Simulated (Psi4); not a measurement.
**One shape, several levels: triplet WO3**

Wanted: a comparison of 5 runs (U-r2SCAN/def2-SVPD, U-wB97M-V/def2-SVPD, UB2PLYP/def2-SVPD, UBLYP/def2-SVPD, UTPSS/def2-SVPD) of triplet WO3. 

Program for the calculation: Psi4 1.11.

## Step 1: The molecule

WO3 has 4 atoms, charge 0, and is taken as a triplet. SMILES of the parent species: `[O]=[W](=[O])=[O]`. Geometry: relaxed at PBE0-D4/def2-TZVP. That shape belongs to the parent species and isn't relaxed for this state.

Bond lengths: O1–W2 1.716 Å, W2–O3 1.716 Å, W2–O4 1.716 Å. Angles: O1–W2–O3 107.5°, O1–W2–O4 107.5°, O3–W2–O4 107.5°.

## Step 2: A single-point energy at U-r2SCAN/def2-SVPD (core potential) (run 1)

File o3w.py:

```python
import psi4

psi4.set_memory(1600000000)
psi4.set_num_threads(1)
psi4.set_output_file('o3w.out', False)

molecule = psi4.geometry("""
0 3
O     -0.44880995     0.50115537     2.93852412
W     -0.69239565    -0.53611530    -0.12321014
O      2.02521949    -2.16052388    -0.81995217
O     -0.77894511     2.08153333    -2.03391223
units au
symmetry c1
no_reorient
no_com
""")

options = {'basis': 'def2-SVPD', 'reference': 'uks', 'puream': True, 'e_convergence': 1e-09, 'd_convergence': 1e-08, 'scf_type': 'pk', 'dft_radial_points': 99, 'dft_spherical_points': 590, 'maxiter': 100}
psi4.set_options(options)

result, w = psi4.energy('R2SCAN', return_wfn=True)
psi4.oeprop(w, 'DIPOLE', 'WIBERG_LOWDIN_INDICES', 'QUADRUPOLE')
print(f'R2SCAN energy: {result:.10f} Eh')
for k, v in sorted(psi4.core.scalar_variables().items()):
    print(f'{k:45s} {v:18.10f}')
```

On the command line:

```
$ python o3w.py
```

o3w.out:

```text
[...]
    !!!  WARNING: ECP capability is in beta. Please check occupations closely.  !!!
[...]
  Running in c1 symmetry.
[...]
  Nuclear repulsion =  140.368928882041814
[...]
  Multiplicity = 3
[...]
  Nalpha       = 20
  Nbeta        = 18
[...]
    Number of basis functions: 104
[...]
   @UKS iter   1:  -291.70888549398819   -1.91774e-01   1.33915e-02 DIIS/ADIIS
[...]
   @UKS iter  24:  -292.53942299893845   -1.76215e-12   5.02835e-09 DIIS
[...]
   @S^2 Observed:                2.019123078E+00
[...]
    Orbital Energies [Eh]
    ---------------------
    Alpha Occupied:
       1A    -19.040373     2A    -19.040300     3A    -19.040292
       4A     -3.023822     5A     -1.701234     6A     -1.701233
       7A     -1.684963     8A     -0.945976     9A     -0.925795
      10A     -0.925742    11A     -0.452205    12A     -0.452170
      13A     -0.418522    14A     -0.413927    15A     -0.413908
      16A     -0.367039    17A     -0.362945    18A     -0.347009
      19A     -0.346986    20A     -0.226631
    Alpha Virtual:
      21A     -0.115983    22A     -0.115970    23A     -0.038858
      24A     -0.027756    25A     -0.027746    26A      0.034345
[...]
  @UKS Final Energy:  -292.53942299893845
   => Energetics <=
    Nuclear Repulsion Energy =            140.3689288820418142
    One-Electron Energy =                -701.7078410664103103
    Two-Electron Energy =                 301.9486425350119134
    DFT Exchange-Correlation Energy =     -33.1491533495818871
    Empirical Dispersion Energy =           0.0000000000000000
    VV10 Nonlocal Energy =                  0.0000000000000000
    Total Energy =                       -292.5394229989384485
[...]
 Multipole Moments:
 ------------------------------------------------------------------------------------
     Multipole            Electronic (a.u.)      Nuclear  (a.u.)        Total (a.u.)
 ------------------------------------------------------------------------------------
 L = 1.  Multiply by 2.5417464519 to convert [e a0] to [Debye]
 Dipole X            :          2.6163867           -3.3138237           -0.6974369
 Dipole Y            :          3.6360922           -4.1282956           -0.4922035
 Dipole Z            :          0.9371149           -1.0476642           -0.1105493
 Magnitude           :                                                    0.8607576
 L = 2.  Multiply by 1.3450342976 to convert [e a0^2] to [Debye ang]
 Quadrupole XX       :        -75.3028219           45.9893630          -29.3134589
 Quadrupole XY       :         46.1086398          -44.5780157            1.5306241
[...]
```

On the terminal:

```text
R2SCAN energy: -292.5394229989 Eh
CURRENT ENERGY                                   -292.5394229989
CURRENT REFERENCE ENERGY                         -292.5394229989
DD SOLVATION ENERGY                                 0.0000000000
DFT FUNCTIONAL TOTAL ENERGY                      -292.5394229989
DFT TOTAL ENERGY                                 -292.5394229989
DFT VV10 ENERGY                                     0.0000000000
DFT XC ENERGY                                     -33.1491533496
GRID ELECTRONS ALPHA                               19.9999991599
GRID ELECTRONS BETA                                17.9999994646
GRID ELECTRONS TOTAL                               37.9999986244
NUCLEAR REPULSION ENERGY                          140.3689288820
ONE-ELECTRON ENERGY                              -701.7078410664
PCM POLARIZATION ENERGY                             0.0000000000
PE ENERGY                                           0.0000000000
SCF ITERATION ENERGY                             -292.5394229989
SCF ITERATIONS                                     24.0000000000
SCF TOTAL ENERGY                                 -292.5394229989
TWO-ELECTRON ENERGY                               301.9486425350
XC GRID RADIAL POINTS                              99.0000000000
XC GRID SPHERICAL POINTS                          590.0000000000
XC GRID TOTAL POINTS                           226263.0000000000
```

It took 47 s on 1 thread of Intel Xeon 6975P-C (Granite Rapids), shared host; peak memory 0.69 GiB.

## Step 3: The energy at U-wB97M-V/def2-SVPD (core potential) (run 2)

File input.inp:

```
memory 1600 MB

molecule {
  0 3
  O     -0.237500     0.265200     1.555000
  W     -0.366400    -0.283700    -0.065200
  O      1.071700    -1.143300    -0.433900
  O     -0.412200     1.101500    -1.076300
  symmetry c1
  no_reorient
  no_com
}

set basis def2-SVPD
set reference uks
set puream true
set e_convergence 1e-09
set d_convergence 1e-08
set scf_type pk
set dft_radial_points 99
set dft_spherical_points 590
set maxiter 100

energy("wb97m-v")
```

On the command line:

```
$ psi4 -n 1 input.inp input.out
```

input.out:

```text
[...]
    !!!  WARNING: ECP capability is in beta. Please check occupations closely.  !!!
[...]
  Running in c1 symmetry.
[...]
  Nuclear repulsion =  140.368928856597250
[...]
  Multiplicity = 3
[...]
  Nalpha       = 20
  Nbeta        = 18
[...]
    Number of basis functions: 104
[...]
   @UKS iter   1:  -291.66238874472208   -7.71019e-01   1.21234e-02 ADIIS/DIIS
[...]
   @UKS iter  37:  -292.42392177870084   -1.53477e-11   6.21509e-09 DIIS
[...]
   @S^2 Observed:                2.038647732E+00
[...]
    Orbital Energies [Eh]
    ---------------------
    Alpha Occupied:
       1A    -19.447401     2A    -19.447283     3A    -19.374108
       4A     -3.216682     5A     -1.879245     6A     -1.870690
       7A     -1.856014     8A     -1.127749     9A     -1.109920
      10A     -1.041268    11A     -0.621310    12A     -0.591466
      13A     -0.570051    14A     -0.563632    15A     -0.552895
      16A     -0.530080    17A     -0.485509    18A     -0.462152
      19A     -0.448531    20A     -0.341000
    Alpha Virtual:
      21A     -0.009192    22A     -0.001888    23A      0.026529
      24A      0.051080    25A      0.057197    26A      0.059588
[...]
  @UKS Final Energy:  -292.42392177870084
   => Energetics <=
    Nuclear Repulsion Energy =            140.3689288565972504
    One-Electron Energy =                -701.2976279539168445
    Two-Electron Energy =                 291.7772167301300783
    DFT Exchange-Correlation Energy =     -23.4208003021051461
    Empirical Dispersion Energy =           0.0000000000000000
    VV10 Nonlocal Energy =                  0.1483608905938507
    Total Energy =                       -292.4239217787008442
[...]
 Multipole Moments:
 ------------------------------------------------------------------------------------
     Multipole            Electronic (a.u.)      Nuclear  (a.u.)        Total (a.u.)
 ------------------------------------------------------------------------------------
 L = 1.  Multiply by 2.5417464519 to convert [e a0] to [Debye]
 Dipole X            :          2.6448137           -3.3138237           -0.6690100
 Dipole Y            :          3.5001566           -4.1282957           -0.6281391
 Dipole Z            :          0.3947475           -1.0476642           -0.6529166
 Magnitude           :                                                    1.1262474
[...]
```

Wall time 2.1 min (1 thread of Intel Xeon 6975P-C (Granite Rapids), shared host); peak memory 0.81 GiB.

Run 3 isn't shown in full; the table further down has it.

## Step 4: Energy and gradient at UBLYP/def2-SVPD (core potential) (run 4)

File o3w.py:

```python
import psi4

psi4.set_memory(1600000000)
psi4.set_num_threads(1)
psi4.core.set_output_file('o3w.out', False)

m = psi4.geometry("""
0 3
O     -0.44880995     0.50115537     2.93852412
W     -0.69239565    -0.53611530    -0.12321014
O      2.02521949    -2.16052388    -0.81995217
O     -0.77894511     2.08153333    -2.03391223
units bohr
symmetry c1
no_reorient
no_com
""")

options = {'basis': 'def2-SVPD', 'reference': 'uks', 'puream': True, 'e_convergence': 1e-09, 'd_convergence': 1e-08, 'scf_type': 'pk', 'dft_radial_points': 99, 'dft_spherical_points': 590, 'maxiter': 100}
psi4.set_options(options)

e_tot = psi4.gradient('blyp')
print('gradient / Eh bohr^-1')
print(e_tot.np.round(6))
```

On the command line:

```
$ python o3w.py
```

o3w.out:

```text
[...]
    !!!  WARNING: ECP capability is in beta. Please check occupations closely.  !!!
[...]
  Running in c1 symmetry.
[...]
  Nuclear repulsion =  140.368928882041814
[...]
  Multiplicity = 3
[...]
  Nalpha       = 20
  Nbeta        = 18
[...]
    Number of basis functions: 104
[...]
   @UKS iter   1:  -291.59973386621914    5.70187e-02   1.47921e-02 ADIIS/DIIS
[...]
   @UKS iter  21:  -292.60182845009911    2.84217e-13   2.78660e-09 DIIS
[...]
   @S^2 Observed:                2.007904800E+00
[...]
  @UKS Final Energy:  -292.60182845009911
   => Energetics <=
    Nuclear Repulsion Energy =            140.3689288820418142
    One-Electron Energy =                -701.6634504917986987
    Two-Electron Energy =                 301.9036663115484203
    DFT Exchange-Correlation Energy =     -33.2109731518906628
    Empirical Dispersion Energy =           0.0000000000000000
    VV10 Nonlocal Energy =                  0.0000000000000000
    Total Energy =                       -292.6018284500991058
[...]
 Multipole Moments:
 ------------------------------------------------------------------------------------
     Multipole            Electronic (a.u.)      Nuclear  (a.u.)        Total (a.u.)
 ------------------------------------------------------------------------------------
 L = 1.  Multiply by 2.5417464519 to convert [e a0] to [Debye]
 Dipole X            :          2.6542793           -3.3138237           -0.6595444
 Dipole Y            :          3.6625312           -4.1282956           -0.4657645
 Dipole Z            :          0.9433604           -1.0476642           -0.1043038
 Magnitude           :                                                    0.8141343
[...]
  -Total Gradient:
     Atom            X                  Y                   Z
    ------   -----------------  -----------------  -----------------
       1       -0.001348311318    -0.021609926717    -0.072456940649
       2        0.055247806126     0.038993667158     0.008758800060
       3       -0.060491229735     0.042040684013     0.017337495060
       4        0.006596301541    -0.059349412197     0.046392893357
[...]
```

On the terminal:

```text
gradient / Eh bohr^-1
[[-0.001348 -0.02161  -0.072457]
 [ 0.055248  0.038994  0.008759]
 [-0.060491  0.042041  0.017337]
 [ 0.006596 -0.059349  0.046393]]
```

It took 24 s on 1 thread of Intel Xeon 6975P-C (Granite Rapids), shared host; peak memory 0.64 GiB.

## Step 5: Energy and gradient at UTPSS/def2-SVPD (core potential) (run 5)

File job.inp:

```
memory 1600 mb

molecule m {
  0 3
  O     -0.237500     0.265200     1.555000
  W     -0.366400    -0.283700    -0.065200
  O      1.071700    -1.143300    -0.433900
  O     -0.412200     1.101500    -1.076300
  symmetry c1
  no_reorient
  no_com
}

set basis def2-SVPD
set reference uks
set puream true
set e_convergence 1e-09
set d_convergence 1e-08
set scf_type pk
set dft_radial_points 99
set dft_spherical_points 590
set maxiter 100

gradient("tpss")
print_variables()
```

On the command line:

```
$ psi4 -n 1 job.inp job.out
```

job.out:

```text
[...]
    !!!  WARNING: ECP capability is in beta. Please check occupations closely.  !!!
[...]
  Running in c1 symmetry.
[...]
  Nuclear repulsion =  140.368928856597250
[...]
  Multiplicity = 3
[...]
  Nalpha       = 20
  Nbeta        = 18
[...]
    Number of basis functions: 104
[...]
   @UKS iter   1:  -291.69133106331384   -1.17998e-01   1.44666e-02 DIIS/ADIIS
[...]
   @UKS iter  21:  -292.65654506690339   -2.84217e-12   6.59702e-09 DIIS
[...]
   @S^2 Observed:                2.011891318E+00
[...]
  @UKS Final Energy:  -292.65654506690339
   => Energetics <=
    Nuclear Repulsion Energy =            140.3689288565972504
    One-Electron Energy =                -701.6995182516785690
    Two-Electron Energy =                 301.9405380711862676
    DFT Exchange-Correlation Energy =     -33.2664937430083398
    Empirical Dispersion Energy =           0.0000000000000000
    VV10 Nonlocal Energy =                  0.0000000000000000
    Total Energy =                       -292.6565450669033908
[...]
 Multipole Moments:
 ------------------------------------------------------------------------------------
     Multipole            Electronic (a.u.)      Nuclear  (a.u.)        Total (a.u.)
 ------------------------------------------------------------------------------------
 L = 1.  Multiply by 2.5417464519 to convert [e a0] to [Debye]
 Dipole X            :          2.6522245           -3.3138237           -0.6615993
 Dipole Y            :          3.6611637           -4.1282957           -0.4671320
 Dipole Z            :          0.9429629           -1.0476642           -0.1047012
 Magnitude           :                                                    0.8166322
[...]
  -Total Gradient:
     Atom            X                  Y                   Z
    ------   -----------------  -----------------  -----------------
       1       -0.001394080337    -0.019224939066    -0.064040273509
       2        0.049313431200     0.034814530101     0.007810408616
       3       -0.053650941425     0.037019647176     0.015291586413
       4        0.005641800207    -0.052584451172     0.040963060065
[...]
```

Wall time 52 s (1 thread of Intel Xeon 6975P-C (Granite Rapids), shared host); peak memory 0.69 GiB.

## Step 6: All runs side by side

```tsv
run	level	frozen core orbitals	fitting correlation	energy (Eh)	dipole moment (D)	HOMO energy (eV)	⟨S²⟩	wall time
1	U-r2SCAN/def2-SVPD (core potential)	0	–	-292.539423	2.19	-6.17	2.019	47 s
2	U-wB97M-V/def2-SVPD (core potential)	0	–	-292.423922	2.86	-9.28	2.039	2.1 min
3	UB2PLYP/def2-SVPD (core potential, density fitting for correlation)	3	density fitting	-292.266882	–	-8.27	2.087	27 s
4	UBLYP/def2-SVPD (core potential)	0	–	-292.601828	2.07	-5.59	2.008	24 s
5	UTPSS/def2-SVPD (core potential)	0	–	-292.656545	2.08	-5.84	2.012	52 s
```

## Step 7: Results

| quantity | value |
| --- | --- |
| run 5: total energy | -292.65655 Eh |
| run 5: dipole moment | 2.08 D |
| run 5: HOMO energy (highest over α and β) | -5.84 eV |
| run 5: ⟨S²⟩ | 2.012 |
| run 5: largest force on an atom | 3.443 eV/Å |

**Reading.** Over runs 1, 2, 4, 5 the dipole moment (its size) runs from 2.07 D (UBLYP/def2-SVPD) to 2.86 D (U-wB97M-V/def2-SVPD). Totals of different functionals can't be ranked against each other. All runs together took 4.6 min, the longest 2.1 min.
